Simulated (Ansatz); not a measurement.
**CuPd (R-3m): equation of state with a fit, by script**

Where is the equilibrium volume of CuPd (R-3m), and how stiff is it? A script is to give an equation of state with a fit; the system is CuPd (R-3m).

All numbers are computed with Ansatz 0.2.0 through its Python package. Level of theory: DFT LDA, plane waves, PAW.

### Step 1. The structure

The structure is trigonal, space group R-3m (No. 166). Conventional cell: a = 2.709 Å, b = 2.709 Å, c = 12.657 Å, α = 90.00°, β = 90.00°, γ = 120.00°. Around Cu (site symmetry -3m) lie 6 Pd at 2.63 Å and 6 Cu at 2.71 Å. Around Pd (site symmetry -3m) lie 6 Cu at 2.63 Å and 6 Pd at 2.71 Å.

No structure file is read: the coordinates are typed or built in the script.

### Step 2. The script

File eos_cupd.py:

```python
"""Energy against volume for CuPd, with a fit."""

from dataclasses import dataclass
import warnings

import ansatz
import numpy as np
from scipy.optimize import curve_fit


@dataclass(frozen=True)
class Settings:
    xc: str = "lda"
    ecut: int = 380
    occupations: str = "fermi_dirac"
    width_ev: float = 0.02
    tolerance: float = 1e-08
    mesh: tuple[int, ...] = (12, 12, 12)


opts = Settings()

VECTORS = np.array([
    [1.3545766, 0.78206517, 4.2189548],
    [-1.3545766, 0.78206517, 4.2189548],
    [0.0, -1.56413033, 4.2189548],
])
SITES = [
    ("Cu", [0.0, 0.0, 0.0]),
    ("Pd", [0.5, 0.5, 0.5]),
]


def crystal_on(cell):
    crystal = ansatz.Crystal(lattice=ansatz.Lattice.of(cell))
    for symbol, position in SITES:
        crystal = crystal.atom(symbol, position)
    return crystal

def vinet(v, e0, v0, b0, b1):
    eta = (v / v0) ** (1 / 3)
    return e0 + 2 * b0 * v0 / (b1 - 1) ** 2 * (2 - (5 + 3 * b1 * (eta - 1) - 3 * eta) * np.exp(-1.5 * (b1 - 1) * (eta - 1)))


def main() -> None:
    warnings.simplefilter("ignore", ansatz.DeckWarning)

    # scale the volume, keep shape and fractions
    volumes, energies, pressures = [], [], []
    for scale in np.linspace(0.9, 1.1, 9):
        cell = VECTORS * scale ** (1 / 3)
        model = (
            crystal_on(cell).calculation()
            .functional(opts.xc)
            .basis(opts.ecut, xc_grid=2)
            .occupations(opts.occupations, width=opts.width_ev)
            .initial_density(normalization="cell")
            .scf(tolerance=opts.tolerance)
            .kpoints(*opts.mesh)
            .stress()
        )
        rep = model.run(threads=1).report
        volumes.append(abs(np.linalg.det(cell)) / len(SITES))
        energies.append(rep["free_energy_ev"] / len(SITES))
        pressures.append(np.trace(rep["stress_gpa"]) / 3)
        print(f"V = {volumes[-1]:8.4f} A^3/atom  F = {energies[-1]:.5f} eV/atom  P = {pressures[-1]:8.3f} GPa")

    guess = (min(energies), volumes[int(np.argmin(energies))], 0.5, 4.5)
    (e0, v0, b0, b1), _ = curve_fit(vinet, np.array(volumes), np.array(energies), p0=guess, maxfev=20000)
    print(f"Vinet fit: V0 = {v0:.4f} A^3/atom, B0 = {160.21766 * b0:.1f} GPa, B1 = {b1:.2f}")
    print("largest residual", round(1000 * float(np.abs(vinet(np.array(volumes), e0, v0, b0, b1) - energies).max()), 3), "meV/atom")


if __name__ == "__main__":
    main()
```

### Step 3. The calls as engine input

The engine receives this input (first run):

```yaml
crystal:
  lattice:
    - [1.3078293279351862, 0.7550756197047972, 4.0733560735309675]
    - [-1.3078293279351862, 0.7550756197047972, 4.0733560735309675]
    - [0.0, -1.5101512297547006, 4.0733560735309675]
  atoms:
    - { symbol: Cu, position: [0.0, 0.0, 0.0] }
    - { symbol: Pd, position: [0.5, 0.5, 0.5] }
basis:
  ecutwfc: 380.0
  xc_grid: 2
kpoints:
  mp_grid:
    grid: [12, 12, 12]
hamiltonian:
  xc: lda
scf:
  convergence:
    dr2_threshold: 1.0e-08
  occupations:
    method: fermi_dirac
    width: 0.02
  initial_density:
    normalization: cell
output:
  stress: true
```

### Step 4. Running it

Started as:

```
$ python eos_cupd.py
```

**Question.** Where does the minimum lie against the volume typed, and how stiff is the crystal?

As calculated:

```
                      quantity            value
                 runs compared                9
               range of energy  157.33 meV/atom
lowest point, volume (Å³/atom)           12.738
      equilibrium volume (fit)    12.69 Å³/atom
            bulk modulus (fit)          208 GPa
```

What this shows: A third-order Birch-Murnaghan fit through the 9 points (the script's own form differs a little) has its minimum at 12.69 Å³ an atom, 5.3 % below the typed cell, with a bulk modulus of 208 GPa and dB/dP = 5.3. From that minimum the energy rises by 22.3 meV an atom on the compressed side and 157.4 meV on the expanded side. The window is off centre, so dB/dP is rough. Notes:
- The cutoff lies under the one recommended for these potentials.
- Shape and fractional positions are held along the curve, so the bulk modulus is an upper value where they are free to relax.
- Under the recommended cutoff a pressure can be off by several GPa, even in sign.
- For a metal this k-point mesh is coarse: on a finer one energies can move by several to tens of meV an atom and pressures by half a GPa or more, differences at one mesh by less.
- The program warned that this SCF threshold is loose for forces or stresses.
- Pressure is positive in compression.
- The structure comes from a database of computed cells and needn't be a stable or known phase.
- The script silences the warnings on its input, which a real study should read.
